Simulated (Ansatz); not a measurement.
**GeNH₂ (quartet): wave-function methods side by side at a displaced geometry (v1), cc-pVDZ**

One table from this session's results is given with a row withheld; the runs are named, their logs left out.

Computed with Ansatz 0.2.0, Gaussian basis. Level: cc-pVDZ, core rule «outside noble gas», up to 15 orbitals frozen.

The runs, in order: UHF; CCSD(T) on ROHF; CCSD(T) on UHF; BCCD(T) on ROHF; CISD; CCSDT(Q) on ROHF; CCSDT(Q) on UHF; CASSCF and MRCISD+Q, 11 electrons in 10 orbitals; CASSCF and NEVPT2, 11 electrons in 10 orbitals.

21 further runs of the same task are left out: 1 for a known fault of the program, 7 that didn't finish, 13 set aside as unsound or not needed.

## What is computed

The geometry is a PBE0/def2-TZVP stationary point (not a proven minimum) with its atoms shifted at random (size 0.040 Å). No spin-orbit coupling is included. The filled d shell of Ge may be among the frozen orbitals whatever the setting's name suggests; the logs give the count.

4 atoms, charge 0, spin multiplicity 4.

Atoms are counted from 1 here; the program's logs count them from 0.

Bond lengths: Ge1–N2 1.956 Å, Ge1–H3 1.529 Å, Ge1–H4 1.504 Å. Angles: N2–Ge1–H3 104.0°, N2–Ge1–H4 106.4°, H3–Ge1–H4 108.2°.

Set-up of the first run:

File in.yaml:

```yaml
crystal:
  periodic: [false, false, false]
  atoms:
    - {symbol: Ge, position_ang: [-0.034342, 0.002283, 0.298493]}
    - {symbol: N, position_ang: [0.071831, -0.013860, -1.654355]}
    - {symbol: H, position_ang: [0.789780, -1.212790, 0.724002]}
    - {symbol: H, position_ang: [0.687003, 1.240876, 0.753806]}
basis:
  gaussian: {orbitals: cc-pVDZ}
magnetization: {spin_polarized: true, initial_magnetization: 3}
hamiltonian: {xc: hf}
output: {orbitals: {seedname: orbitals}}
```

Command:

```
> ansatz run in.yaml --threads 1 --pin off --events-out ev --progress --plain --max-ram 2393MiB
```

Steps of the session up to this table: UHF; CCSD(T) on ROHF; CCSD(T) on UHF; BCCD(T) on ROHF; CISD; CCSDT(Q) on ROHF; CCSDT(Q) on UHF; CASSCF and MRCISD+Q, 11 electrons in 10 orbitals; CASSCF and NEVPT2, 11 electrons in 10 orbitals.

One of the session's tables, all rows but one given; the rest of the session is left out.

It belongs to the step «Misses and costs». 

```
          method  from UCCSDT(Q) (meV)
            ROHF               +6139.1
             UHF               +5907.8
            RMP2               +1187.5
            UMP2               +1182.6
           RCCSD                +178.7
           UCCSD                +168.8
        RCCSD(T)                 +44.8
        UCCSD(T)                 +39.8
         BCCD(T)                     ?
          RCCSDT                 +13.9
          UCCSDT                  +8.7
       RCCSDT(Q)                  +5.5
       UCCSDT(Q)                     0
  CASSCF valence               +4530.2
  NEVPT2 valence                +987.7
  MRCISD valence                +290.0
MRCISD+Q valence                 +16.7
```

**Question.** Estimate the row for BCCD(T).

As computed: from UCCSDT(Q) (meV): +44.4. In the column «from UCCSDT(Q) (meV)» it lies between UCCSD(T) (+39.8) and RCCSD(T) (+44.8).

Not comparable, so not listed: CISD (they don't share determinant, frozen orbitals or solution with the rows shown, or repeat one).

Limits of these values: Restricted and unrestricted rows rest on different reference determinants; where their highest levels disagree by more than a few hundredths of an eV, they describe different states and don't form one ladder.
